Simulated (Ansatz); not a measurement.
# C2H5AlBrCl: the cost of one run

All numbers are computed with the Python package of Ansatz 0.2.0. Level of theory: r2SCAN+D3(BJ)/cc-pVDZ.

## (1) The system

Bond lengths: C1–C2 1.481 Å, C2–Al3 2.018 Å, Al3–Cl4 2.190 Å, Al3–Br5 2.362 Å, C1–H6 1.138 Å, C1–H7 1.082 Å, C1–H8 1.172 Å, C2–H9 1.089 Å, C2–H10 1.126 Å. Angles (14 of 15 angles, heavy atoms first): C1–C2–Al3 112.8°, C2–Al3–Cl4 119.6°, C2–Al3–Br5 119.9°, Cl4–Al3–Br5 120.4°, C1–C2–H9 107.3°, C1–C2–H10 107.8°, Al3–C2–H9 110.9°, Al3–C2–H10 110.2°, C2–C1–H6 111.2°, C2–C1–H7 113.4°, C2–C1–H8 108.6°, H9–C2–H10 107.7°, H6–C1–H7 110.6°, H6–C1–H8 105.0°.

The script reads c2h5albrcl.xyz:

```xyz
10

C    -0.53800   -0.09860    1.21970
C     0.54640   -0.44250    0.27080
Al    0.23500    0.30930   -1.57610
Cl    0.16720   -1.04290   -3.29800
Br    0.08020    2.64600   -1.88420
H    -1.55190   -0.43390    0.82530
H    -0.37270   -0.48120    2.21840
H    -0.61310    1.06860    1.29370
H     0.61770   -1.52870    0.24020
H     1.51230   -0.04730    0.69310
```

## (2) The script

Input file energy.py:

```python
# -*- coding: utf-8 -*-
"""Single point of C2H5AlBrCl in a Gaussian basis."""

from pathlib import Path

import ansatz

SETTINGS = {
    "basis": "cc-pVDZ",
    "xc": "r2scan",
    "vdw": "d3bj",
}

c2h5albrcl = ansatz.Crystal.molecule_from_extxyz("c2h5albrcl.xyz")

job = (
    c2h5albrcl.calculation()
    .basis(gaussian=SETTINGS["basis"])
    .functional(SETTINGS["xc"], dispersion=SETTINGS["vdw"])
    .orbitals()
)
done = job.run(threads=1, runs_dir="out")
summary = done.report

print("reference energy %16.6f eV" % summary["reference_energy_ev"])
print("total energy     %16.6f eV" % summary["free_energy_ev"])
print("occupied orbitals outside the frozen core (up, down):", summary["n_occupied"], " frozen:", summary["n_frozen"], " virtual:", summary["n_virtual"])

lines = Path(summary["orbitals_path"]).read_text().splitlines()
field_of = lambda key: [line.split("=")[1].strip() for line in lines if line.startswith(key)]
orbitals = [(27.211386 * float(e), s, float(n)) for e, s, n in zip(field_of("Ene="), field_of("Spin="), field_of("Occup="))]
homo = max(e for e, _, n in orbitals if n > 0.5)
lumo = min(e for e, _, n in orbitals if n < 0.5)
for e, spin, n in sorted(orbitals):
    if homo - 6 < e < lumo + 5:
        print(f"{spin:6s} {e:10.3f} eV  occupation {n:.0f}")
```

## (3) The run

Launch:

```console
$ python energy.py
```

Q: Estimate wall time and peak memory on 1 thread of Arm Neoverse V2, shared host.

About 8.5 s, with a peak of 0.26 GiB.
